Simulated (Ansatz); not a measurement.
**WSiH₂+ (doublet): from Hartree-Fock to the top rungs, def2-TZVPP**

An exercise on one series of results from a longer session: the logs are not shown, and one member is left open.

Computed with Ansatz 0.2.0, Gaussian basis. Level: def2-TZVPP, core rule «outside noble gas», up to 9 orbitals frozen.

The runs, in order: UHF; CCSD(T) on ROHF; CCSDT(Q) on ROHF; CASSCF and NEVPT2, 11 electrons in 12 orbitals.

10 further runs of the same task are left out: 3 for a known fault of the program, 1 that didn't finish, 6 set aside as unsound or not needed.

## What is computed

The geometry is a PBE0/def2-TZVP stationary point (not a proven minimum) of the parent state, kept for this charge and spin. No spin-orbit coupling is included. Elements past krypton take def2 core potentials.

4 atoms, charge 1, spin multiplicity 2.

Atoms are counted from 1 here; the program's logs count them from 0.

Bond lengths: W1–Si2 2.316 Å, Si2–H3 1.493 Å, Si2–H4 1.493 Å. Angles: W1–Si2–H3 125.6°, W1–Si2–H4 125.6°, H3–Si2–H4 108.9°.

Geometry (Å):

```xyz
4
charge 1, multiplicity 2
W     0.00000    0.00000    0.33410
Si    0.00000    0.00000   -1.98230
H     0.00000    1.21465   -2.85100
H     0.00000   -1.21465   -2.85100
```

The first run:

Contents of in.yaml:

```yaml
crystal:
  periodic: [false, false, false]
  atoms:
    - {symbol: W, position_ang: [0.000000, 0.000000, 0.334101]}
    - {symbol: Si, position_ang: [0.000000, 0.000000, -1.982302]}
    - {symbol: H, position_ang: [0.000000, 1.214653, -2.851003]}
    - {symbol: H, position_ang: [0.000000, -1.214653, -2.851003]}
basis:
  gaussian: {orbitals: def2-TZVPP}
total_charge: 1
magnetization: {spin_polarized: true, initial_magnetization: 1}
hamiltonian: {xc: hf}
output: {orbitals: {seedname: orbitals}}
```

Run with:

```sh
$ ansatz run in.yaml --threads 1 --pin off --events-out ev --progress --plain --max-ram 2816MiB --backend cpu
```

Among the steps run: UHF; CCSD(T) on ROHF; CCSDT(Q) on ROHF; CASSCF and NEVPT2, 11 electrons in 12 orbitals.

One of the session's tables, all rows but one given; the rest of the session is left out.

| method | from RCCSDT(Q) (meV) |
| --- | --- |
| UHF | +7134.1 |
| RMP2 | +2137.8 |
| RCCSD | +1126.6 |
| RCCSD(T) | +339.3 |
| RCCSDT | +205.8 |
| RCCSDT(Q) | 0 |
| CASSCF valence | ? |
| NEVPT2 valence | +1293.6 |

**Question.** Estimate the row for CASSCF valence.

As computed: from RCCSDT(Q) (meV): +5305.3. In the column «from RCCSDT(Q) (meV)» it lies between RMP2 (+2137.8) and UHF (+7134.1).

Left out of the table: ROHF (another determinant or state than the rows shown).

Caveats from the session: The determinant is far from a pure spin state, so its energy mixes those of several spin states (harmless only where they are near-degenerate, as at dissociation). The report flags that the cluster equations may have other roots. The program flags RCCSD(T), RCCSDT(Q) as in doubt, so the zero of the table is itself unsure. Warnings: spin contamination; coupled cluster took another determinant than the lowest; large T1 diagnostic.
